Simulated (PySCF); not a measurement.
# P2 in PySCF: further runs

One molecule, P2, is run at these levels: PBE0, HF; tasks: G0W0 quasiparticle levels, excitation energies (Tamm-Dancoff), CCSD(T) correlation energy.

All numbers are computed with PySCF 2.14.0; they aren't measurements. Logs are shortened: lines on timing, memory, paths and dates and some standing lists are left out, and cuts for length are marked.

### 1 Starting point

The cell holds a molecule in a box, 2 atoms: a = 9.000 Å, b = 9.000 Å, c = 11.000 Å, α = 90.00°, β = 90.00°, γ = 90.00°.

### 2 G0W0 quasiparticle levels, PBE0

run.py reads:

```python
import json
import numpy as np
from pyscf.pbc import gto, scf, dft, df
from pyscf.pbc.tools import pyscf_ase
from ase.io import read

atoms = read('P.cif')
cell = pyscf_ase.cell_from_ase(atoms)
cell.basis = 'def2-svp'
cell.exp_to_discard = 0
cell.precision = 1e-08
cell.max_memory = 2520  # MB
cell.verbose = 4
cell.build()

res = {}
kpts = cell.make_kpts([1, 1, 1])
mf = dft.KRKS(cell, kpts, xc='pbe0', exxdiv='ewald')
mf = mf.density_fit()
mf.with_df._cderi = 'cderi.h5'  # three-centre integrals saved by an earlier run on this cell, basis and mesh
mf.conv_tol = 1e-08
mf.max_cycle = 60

mf.kernel()
res.update(converged=bool(mf.converged), e_tot=mf.e_tot, nelec=cell.nelectron, nao=cell.nao, mesh=list(map(int, cell.mesh)), a=cell.lattice_vectors().tolist(), coords=cell.atom_coords().tolist(),
           mo_energy=[np.real(x).tolist() for x in mf.mo_energy], mo_occ=[np.real(x).tolist() for x in mf.mo_occ])
import h5py
print('fit functions by k pair:', sorted({v['0'].shape[0] for v in h5py.File(mf.with_df._cderi)['j3c'].values()}))
res.update(kpts=cell.get_scaled_kpts(kpts).tolist())
res['parts'] = {k: float(np.real(v)) for k, v in mf.scf_summary.items() if np.isscalar(v)}
json.dump(res, open('results.json', 'w'))
if not mf.converged:
    raise SystemExit('SCF not converged')

print('levels (eV)')
for i, kp in enumerate(res['kpts'][:40]):
    print('k %7.4f %7.4f %7.4f  ' % tuple(kp), ' '.join('%.3f' % (x * 27.211386) for x in res['mo_energy'][i][:20]))

# Mulliken populations
dm, s = np.asarray(mf.make_rdm1()), np.asarray(mf.get_ovlp())
sites = cell.aoslice_by_atom()[:, 2:]
tot = np.einsum('kij,kji->i', dm, s).real / len(kpts)
res['mulliken'] = [cell.atom_charge(i) - tot[a0:a1].sum() for i, (a0, a1) in enumerate(sites)]
print('Mulliken charges', np.round(res['mulliken'], 5))

from pyscf.pbc.gw.krgw_ac import KRGWAC
gw = KRGWAC(mf, frozen=10)
gw.fc = True
orbs = list(range(12, 18))
gw.kernel(orbs=orbs)
res['orbs'] = orbs
res['qp'] = np.asarray(gw.mo_energy).real.tolist()
res['done'] = True
json.dump(res, open('results.json', 'w'))
```

P.cif reads:

```cif
data_P
_cell_length_a 9.00000000
_cell_length_b 9.00000000
_cell_length_c 11.00000000
_cell_angle_alpha 90.00000000
_cell_angle_beta 90.00000000
_cell_angle_gamma 90.00000000
_space_group_name_H-M_alt 'P1'
_space_group_name_Hall 'P 1'
_space_group_IT_number 1
loop_
_space_group_symop_operation_xyz
'x,y,z'
loop_
_atom_site_label
_atom_site_type_symbol
_atom_site_symmetry_multiplicity
_atom_site_Wyckoff_symbol
_atom_site_fract_x
_atom_site_fract_y
_atom_site_fract_z
_atom_site_occupancy
P1 P 1 a 0.5014444400 0.5023333300 0.4170272700 1
P2 P 1 a 0.5014444400 0.5023333300 0.5891545500 1
```

Potentials or basis: def2-svp (all-electron).

Launch:

```console
> OMP_NUM_THREADS=2 python -u run.py > log
```

What it wrote:

```text
Discarded 0 diffused primitive functions, 0 contracted functions

PySCF version 2.14.0

[INPUT] verbose = 4
[INPUT] num. atoms = 2
[INPUT] num. electrons = 30
[INPUT] charge = 0
[INPUT] spin (= nelec alpha-beta = 2S) = 0
[INPUT] symmetry False subgroup None
[INPUT] Mole.unit = angstrom
[INPUT] Symbol           X                Y                Z      unit          X                Y                Z       unit  Magmom
[INPUT]  1 P      4.512999960000   4.520999970000   4.587299970000 AA    8.528333924573   8.543451752467   8.668740594526 Bohr   0.0
[INPUT]  2 P      4.512999960000   4.520999970000   6.480700050000 AA    8.528333924573   8.543451752467  12.246748189955 Bohr   0.0

nuclear repulsion = -5.88062979067524
number of shells = 16
number of NR pGTOs = 72
number of NR cGTOs = 36
basis = def2-svp
ecp = {}
lattice vectors  a1 [17.007535121, 0.000000000, 0.000000000]
                 a2 [0.000000000, 17.007535121, 0.000000000]
                 a3 [0.000000000, 0.000000000, 20.786987370]
dimension = 3
low_dim_ft_type = None
Cell volume = 6012.77
exp_to_discard = 0
rcut = 21.47412406721337 (nimgs = [2 2 2])
precision = 1e-08
pseudo = None
ke_cutoff = 557159.5796894841
    = [5717 5717 6987] mesh (228363729843 PWs)

******** <class 'pyscf.pbc.dft.krks.KRKS'> ********
method = KRKS
initial guess = minao
damping factor = 0
level_shift factor = 0
DIIS = <class 'pyscf.scf.diis.CDIIS'>
diis_start_cycle = 1
diis_space = 8
diis_damp = 0
SCF conv_tol = 1e-08
SCF conv_tol_grad = None
SCF max_cycles = 60
direct_scf = True
direct_scf_tol = 1e-13

******** PBC SCF flags ********
N kpts = 1
Exchange divergence treatment (exxdiv) = ewald
    madelung (= occupied orbital energy shift) = 0.15384636826407444
    Total energy shift due to Ewald probe charge = -1/2 * Nelec*madelung = -2.30769552396
DF object = <pyscf.pbc.df.df.GDF object>
XC functionals = pbe0
small_rho_cutoff = 0
radial grids:
    Treutler-Ahlrichs [JCP 102, 346 (1995); DOI:10.1063/1.469408] (M4) radial grids

becke partition: Becke, JCP 88, 2547 (1988); DOI:10.1063/1.454033
pruning grids: <function nwchem_prune>
grids dens level: 3
symmetrized grids: False
atomic radii adjust function: <function treutler_atomic_radii_adjust>
Set gradient conv threshold to 0.0001

******** <class 'pyscf.pbc.df.rsdf_builder._RSNucBuilder'> ********
mesh = [33 33 39] (42471 PWs)
ke_cutoff = 16.491259992236976
omega = 0.5109509378179604
exclude_d_aux = False
exclude_dd_block = True
j2c_eig_always = False
has_long_range = True
tot grids = 38191
cell vol = 6012.76603  sum(weights) = 6027.89014
nelec by numeric integration = 30.00000104384366
init E= -681.398897923252
  HOMO = -0.265143744012  LUMO = -0.0921800739159  gap/eV = 4.70658
nelec by numeric integration = 30.00000109146952
cycle= 1 E= -681.069267002332  delta_E= 0.33  |g|= 0.11  |ddm|= 1.78
  HOMO = -0.270989987729  LUMO = -0.0683204683616  gap/eV = 5.51492
nelec by numeric integration = 30.000001111533784
cycle= 2 E= -681.071266627157  delta_E= -0.002  |g|= 0.0509  |ddm|= 0.207
  HOMO = -0.280177548586  LUMO = -0.0711418552601  gap/eV = 5.68815
nelec by numeric integration = 30.000001047990693
cycle= 3 E= -681.072188629254  delta_E= -0.000922  |g|= 0.0106  |ddm|= 0.0752
  HOMO = -0.277586144782  LUMO = -0.069380368196  gap/eV = 5.66557
nelec by numeric integration = 30.000001067269658
cycle= 4 E= -681.072227602702  delta_E= -3.9e-05  |g|= 0.000617  |ddm|= 0.016
  HOMO = -0.277769222834  LUMO = -0.069577174042  gap/eV = 5.66519
nelec by numeric integration = 30.000001065547906
cycle= 5 E= -681.072227722218  delta_E= -1.2e-07  |g|= 5.34e-05  |ddm|= 0.00165
  HOMO = -0.27775140485  LUMO = -0.0695564045633  gap/eV = 5.66527
nelec by numeric integration = 30.00000106563912
cycle= 6 E= -681.072227723322  delta_E= -1.1e-09  |g|= 1.96e-06  |ddm|= 0.000146
  HOMO = -0.277752413182  LUMO = -0.0695572513646  gap/eV = 5.66528
nelec by numeric integration = 30.000001065629206
Extra cycle  E= -681.072227723322  delta_E= -5.68e-13  |g|= 1.75e-06  |ddm|= 4.89e-06
converged SCF energy = -681.072227723322
fit functions by k pair: [102]
levels (eV)
k  0.0000  0.0000  0.0000   -2100.501 -2100.495 -177.708 -177.698 -126.401 -126.339 -126.237 -126.237 -126.233 -126.233 -18.575 -12.358 -7.779 -7.558 -7.558 -1.893 -1.893 3.385 5.926 9.327
Mulliken charges [ 0. -0.]

******** <class 'pyscf.pbc.gw.krgw_ac.KRGWAC'> ********
method = KRGWAC
GW nocc = 5, nvir = 21, nkpts = 1
frozen orbitals = 10
orbital list = [12, 13, 14, 15, 16, 17]
off-diagonal self-energy = False
GW density matrix = False
density-fitting for exchange = False
outcore for self-energy= False
finite size corrections = True
grids for finite size corrections = False
broadening parameter = 5.000e-03
number of grids = 100
analytic continuation method = pade
imaginary frequency cutoff = 5.0
Pade points = 18
Pade step ratio = 0.667
use perturbative linearized QP eqn = False
QPE max iter = 100
QPE tolerance = 1.0e-06

WARN: GW QP energies may not be sorted from min to max
```

Run time: 4.5 s. Hardware: 2 threads of Intel Xeon at 2.70GHz, shared host; peak memory 0.55 GiB.

What came out:

```yaml
Free_energy: -18532.9194 eV
Gap_between_the_frontier_levels_mean-field_level: 5.67 eV
Quasiparticle_gap: 10.27 eV
```

Caveat: the basis is small and the box finite, so much correlation energy is missing and levels can be off by tenths of an eV; this is a molecule in a periodic box at the Γ point, so its band gap is the HOMO-LUMO gap; total energy, band gap and charges are those of the mean-field reference; the basis of atomic orbitals isn't converged, which shifts pressures, moduli and gaps.

### 3 Excitation energies (Tamm-Dancoff), PBE0

run.py: that of step 2 with these lines changed.

```diff
@@ -45,9 +45,9 @@
 
-from pyscf.pbc.gw.krgw_ac import KRGWAC
-gw = KRGWAC(mf, frozen=10)
-gw.fc = True
-orbs = list(range(12, 18))
-gw.kernel(orbs=orbs)
-res['orbs'] = orbs
-res['qp'] = np.asarray(gw.mo_energy).real.tolist()
+from pyscf.pbc import tdscf
+td = tdscf.KTDA(mf)
+td.nstates = 5
+td.kshift_lst = [0]
+td.conv_tol = 1e-5
+td.kernel()
+res.update(excitations=np.real(td.e[0]).tolist(), post_converged=bool(np.all(td.converged)))
 res['done'] = True
```

P.cif is that of step 2.

Potentials or basis: def2-svp (all-electron).

Launch:

```console
> OMP_NUM_THREADS=2 python -u run.py > log
```

What it wrote:

```text
Discarded 0 diffused primitive functions, 0 contracted functions

PySCF version 2.14.0

[INPUT] verbose = 4
[INPUT] num. atoms = 2
[INPUT] num. electrons = 30
[INPUT] charge = 0
[INPUT] spin (= nelec alpha-beta = 2S) = 0
[INPUT] symmetry False subgroup None
[INPUT] Mole.unit = angstrom
[INPUT] Symbol           X                Y                Z      unit          X                Y                Z       unit  Magmom
[INPUT]  1 P      4.512999960000   4.520999970000   4.587299970000 AA    8.528333924573   8.543451752467   8.668740594526 Bohr   0.0
[INPUT]  2 P      4.512999960000   4.520999970000   6.480700050000 AA    8.528333924573   8.543451752467  12.246748189955 Bohr   0.0

nuclear repulsion = -5.88062979067524
number of shells = 16
number of NR pGTOs = 72
number of NR cGTOs = 36
basis = def2-svp
ecp = {}
lattice vectors  a1 [17.007535121, 0.000000000, 0.000000000]
                 a2 [0.000000000, 17.007535121, 0.000000000]
                 a3 [0.000000000, 0.000000000, 20.786987370]
dimension = 3
low_dim_ft_type = None
Cell volume = 6012.77
exp_to_discard = 0
rcut = 21.47412406721337 (nimgs = [2 2 2])
precision = 1e-08
pseudo = None
ke_cutoff = 557159.5796894841
    = [5717 5717 6987] mesh (228363729843 PWs)

******** <class 'pyscf.pbc.dft.krks.KRKS'> ********
method = KRKS
initial guess = minao
damping factor = 0
level_shift factor = 0
DIIS = <class 'pyscf.scf.diis.CDIIS'>
diis_start_cycle = 1
diis_space = 8
diis_damp = 0
SCF conv_tol = 1e-08
SCF conv_tol_grad = None
SCF max_cycles = 60
direct_scf = True
direct_scf_tol = 1e-13

******** PBC SCF flags ********
N kpts = 1
Exchange divergence treatment (exxdiv) = ewald
    madelung (= occupied orbital energy shift) = 0.15384636826407444
    Total energy shift due to Ewald probe charge = -1/2 * Nelec*madelung = -2.30769552396
DF object = <pyscf.pbc.df.df.GDF object>
XC functionals = pbe0
small_rho_cutoff = 0
radial grids:
    Treutler-Ahlrichs [JCP 102, 346 (1995); DOI:10.1063/1.469408] (M4) radial grids

becke partition: Becke, JCP 88, 2547 (1988); DOI:10.1063/1.454033
pruning grids: <function nwchem_prune>
grids dens level: 3
symmetrized grids: False
atomic radii adjust function: <function treutler_atomic_radii_adjust>
Set gradient conv threshold to 0.0001

******** <class 'pyscf.pbc.df.rsdf_builder._RSNucBuilder'> ********
mesh = [33 33 39] (42471 PWs)
ke_cutoff = 16.491259992236976
omega = 0.5109509378179604
exclude_d_aux = False
exclude_dd_block = True
j2c_eig_always = False
has_long_range = True
tot grids = 38191
cell vol = 6012.76603  sum(weights) = 6027.89014
nelec by numeric integration = 30.00000104384366
init E= -681.398897923252
  HOMO = -0.265143744012  LUMO = -0.0921800739159  gap/eV = 4.70658
nelec by numeric integration = 30.00000109146952
cycle= 1 E= -681.069267002332  delta_E= 0.33  |g|= 0.11  |ddm|= 1.78
  HOMO = -0.270989987729  LUMO = -0.0683204683616  gap/eV = 5.51492
nelec by numeric integration = 30.000001111533784
cycle= 2 E= -681.071266627157  delta_E= -0.002  |g|= 0.0509  |ddm|= 0.207
  HOMO = -0.280177548586  LUMO = -0.0711418552601  gap/eV = 5.68815
nelec by numeric integration = 30.000001047990693
cycle= 3 E= -681.072188629254  delta_E= -0.000922  |g|= 0.0106  |ddm|= 0.0752
  HOMO = -0.277586144782  LUMO = -0.069380368196  gap/eV = 5.66557
nelec by numeric integration = 30.000001067269658
cycle= 4 E= -681.072227602702  delta_E= -3.9e-05  |g|= 0.000617  |ddm|= 0.016
  HOMO = -0.277769222834  LUMO = -0.069577174042  gap/eV = 5.66519
nelec by numeric integration = 30.000001065547906
cycle= 5 E= -681.072227722218  delta_E= -1.2e-07  |g|= 5.34e-05  |ddm|= 0.00165
  HOMO = -0.27775140485  LUMO = -0.0695564045633  gap/eV = 5.66527
nelec by numeric integration = 30.00000106563912
cycle= 6 E= -681.072227723322  delta_E= -1.1e-09  |g|= 1.96e-06  |ddm|= 0.000146
  HOMO = -0.277752413182  LUMO = -0.0695572513646  gap/eV = 5.66528
nelec by numeric integration = 30.000001065629206
Extra cycle  E= -681.072227723322  delta_E= -5.68e-13  |g|= 1.75e-06  |ddm|= 4.89e-06
converged SCF energy = -681.072227723322
fit functions by k pair: [102]
levels (eV)
k  0.0000  0.0000  0.0000   -2100.501 -2100.495 -177.708 -177.698 -126.401 -126.339 -126.237 -126.237 -126.233 -126.233 -18.575 -12.358 -7.779 -7.558 -7.558 -1.893 -1.893 3.385 5.926 9.327
Mulliken charges [ 0. -0.]

******** <class 'pyscf.pbc.tdscf.krks.TDA'> for <class 'pyscf.pbc.dft.krks.KRKS'> ********
nstates = 5 singlet
deg_eia_thresh = 1.000e-03
kshift_lst = [0]
wfnsym = None
conv_tol = 1e-05
eigh lindep = 1e-12
eigh level_shift = 0
eigh max_cycle = 100

nelec by numeric integration = 30.000001065629206

******** <class 'pyscf.pbc.df.rsdf_builder._RSNucBuilder'> ********
mesh = [33 33 39] (42471 PWs)
ke_cutoff = 16.491259992236976
omega = 0.5109509378179604
exclude_d_aux = False
exclude_dd_block = True
j2c_eig_always = False
has_long_range = True
kshift = 0  Excited State energies (eV)
[3.68401642 4.05861435 4.05883152 4.48196399 4.48196399]
```

Wall time 8.3 s (2 threads of Intel Xeon at 2.70GHz, shared host); peak memory 0.57 GiB.

Results:

```yaml
Free_energy: -18532.9194 eV
Gap_between_the_frontier_levels: 5.67 eV
```

Levels at points of the mesh, in eV from the valence-band top:
```tsv
k point	band 11	band 12	band 13	band 14	band 15	band 16	band 17	band 18	band 19	band 20
(0.00, 0.00, 0.00)	-11.02	-4.80	-0.22	0.00	0.00	5.67	5.67	10.94	13.48	16.89
```

Lowest excitation energies (eV): 3.68, 4.06, 4.06, 4.48, 4.48

Caveat: the basis is small and the box finite, so much correlation energy is missing and levels can be off by tenths of an eV; the iterative solver can pass over a root and still report convergence; this is a molecule in a periodic box at the Γ point, so its band gap is the HOMO-LUMO gap; total energy, band gap and charges are those of the mean-field reference; the basis of atomic orbitals isn't converged, which shifts pressures, moduli and gaps.

### 4 CCSD(T) correlation energy, HF

run.py: that of step 3 with these lines changed.

```diff
@@ -17,3 +17,3 @@
 kpts = cell.make_kpts([1, 1, 1])
-mf = dft.KRKS(cell, kpts, xc='pbe0', exxdiv='ewald')
+mf = scf.KRHF(cell, kpts, exxdiv='ewald')
 mf = mf.density_fit()
@@ -45,9 +45,12 @@
 
-from pyscf.pbc import tdscf
-td = tdscf.KTDA(mf)
-td.nstates = 5
-td.kshift_lst = [0]
-td.conv_tol = 1e-5
-td.kernel()
-res.update(excitations=np.real(td.e[0]).tolist(), post_converged=bool(np.all(td.converged)))
+from pyscf.pbc import cc
+mycc = cc.KRCCSD(mf, frozen=10)
+mycc.max_cycle = 50
+mycc.conv_tol = 1e-6
+mycc.keep_exxdiv = False
+eris = mycc.ao2mo()
+mycc.kernel(eris=eris)
+res.update(e_corr=mycc.e_corr, e_mp2=float(np.real(mycc.emp2)), post_converged=bool(mycc.converged))
+json.dump(res, open('results.json', 'w'))
+res['e_t'] = float(np.real(mycc.ccsd_t(eris=eris)))
 res['done'] = True
```

P.cif is that of step 3.

Potentials or basis: def2-svp (all-electron).

Launch:

```console
> OMP_NUM_THREADS=2 python -u run.py > log
```

What it wrote:

```text
Discarded 0 diffused primitive functions, 0 contracted functions

PySCF version 2.14.0

[INPUT] verbose = 4
[INPUT] num. atoms = 2
[INPUT] num. electrons = 30
[INPUT] charge = 0
[INPUT] spin (= nelec alpha-beta = 2S) = 0
[INPUT] symmetry False subgroup None
[INPUT] Mole.unit = angstrom
[INPUT] Symbol           X                Y                Z      unit          X                Y                Z       unit  Magmom
[INPUT]  1 P      4.512999960000   4.520999970000   4.587299970000 AA    8.528333924573   8.543451752467   8.668740594526 Bohr   0.0
[INPUT]  2 P      4.512999960000   4.520999970000   6.480700050000 AA    8.528333924573   8.543451752467  12.246748189955 Bohr   0.0

nuclear repulsion = -5.88062979067524
number of shells = 16
number of NR pGTOs = 72
number of NR cGTOs = 36
basis = def2-svp
ecp = {}
lattice vectors  a1 [17.007535121, 0.000000000, 0.000000000]
                 a2 [0.000000000, 17.007535121, 0.000000000]
                 a3 [0.000000000, 0.000000000, 20.786987370]
[... 62 lines left out ...]
Mulliken charges [ 0. -0.]

******** <class 'pyscf.pbc.df.rsdf_builder._RSNucBuilder'> ********
mesh = [33 33 39] (42471 PWs)
ke_cutoff = 16.491259992236976
omega = 0.5109509378179604
exclude_d_aux = False
exclude_dd_block = True
j2c_eig_always = False
has_long_range = True
using incore ERI storage

******** <class 'pyscf.pbc.cc.kccsd_rhf.RCCSD'> ********
CC2 = 0
CCSD nocc = 5, nmo = 26
frozen orbitals 10
max_cycle = 50
direct = 1
conv_tol = 1e-06
conv_tol_normt = 1e-05
diis_space = 6
diis_start_cycle = 0
diis_start_energy_diff = 1e+09
Init t2, MP2 energy (with fock eigenvalue shift) = -0.213422548301681
Init E_corr(RCCSD) = -0.213422548301681
cycle = 1  E_corr(RCCSD) = -0.221369958395249  dE = -0.00794741009  norm(t1,t2) = 0.0688235
cycle = 2  E_corr(RCCSD) = -0.230575179498149  dE = -0.0092052211  norm(t1,t2) = 0.0288455
cycle = 3  E_corr(RCCSD) = -0.232538155310785  dE = -0.00196297581  norm(t1,t2) = 0.0122147
cycle = 4  E_corr(RCCSD) = -0.233786993442605  dE = -0.00124883813  norm(t1,t2) = 0.00512696
cycle = 5  E_corr(RCCSD) = -0.233658822905247  dE = 0.000128170537  norm(t1,t2) = 0.0015909
cycle = 6  E_corr(RCCSD) = -0.233675125019493  dE = -1.63021142e-05  norm(t1,t2) = 0.000285281
cycle = 7  E_corr(RCCSD) = -0.233681762769036  dE = -6.63774954e-06  norm(t1,t2) = 6.86564e-05
cycle = 8  E_corr(RCCSD) = -0.233680235948103  dE = 1.52682093e-06  norm(t1,t2) = 1.97914e-05
cycle = 9  E_corr(RCCSD) = -0.233680328345605  dE = -9.23975012e-08  norm(t1,t2) = 6.25355e-06
RCCSD converged
E(RCCSD) = -676.9230622625022  E_corr = -0.2336803283456045
pyscf/pbc/cc/kccsd_t_rhf.py:293: ComplexWarning: Casting complex values to real discards the imaginary part
  my_permuted_w[ki,kj,kk] = t3Tw
pyscf/pbc/cc/kccsd_t_rhf.py:294: ComplexWarning: Casting complex values to real discards the imaginary part
  my_permuted_v[ki,kj,kk] = t3Tv
CCSD(T) correction per cell = -0.013219010533513
CCSD(T) correction per cell (imag) = 0
```

It took 3.8 s on 2 threads of Intel Xeon at 2.70GHz, shared host; peak memory 0.56 GiB.

What came out:

* Free energy: -18413.6561 eV
* Gap between the frontier levels: 11.10 eV
* Triples correction: -0.360 eV
* MP2 correlation energy per cell: -5.808 eV
* CCSD correlation energy per cell: -6.359 eV

Caveat: the basis is small and the box finite, so much correlation energy is missing and levels can be off by tenths of an eV; this is a molecule in a periodic box at the Γ point, so its band gap is the HOMO-LUMO gap; total energy, band gap and charges are those of the mean-field reference; the basis of atomic orbitals isn't converged, which shifts pressures, moduli and gaps.

### 5 Summary

| task | level | grid for exchange and correlation | gap on the mesh (eV) |
| --- | --- | --- | --- |
| G0W0 quasiparticle levels | PBE0 | Becke, atom-centred | - |
| excitation energies (Tamm-Dancoff) | PBE0 | Becke, atom-centred | 5.67 |
| CCSD(T) correlation energy | HF | - | 11.10 |

Alike in all rows: potentials or basis def2-svp (all-electron); no spin polarisation; cell as given; k mesh 1 × 1 × 1; smearing fixed.

Caveats: the basis is small and the box finite, so much correlation energy is missing and levels can be off by tenths of an eV; this is a molecule in a periodic box at the Γ point, so its band gap is the HOMO-LUMO gap; the basis of atomic orbitals isn't converged, which shifts pressures, moduli and gaps; the iterative solver can pass over a root and still report convergence (some runs).

Absolute energies hang on the potentials; compare differences alone.
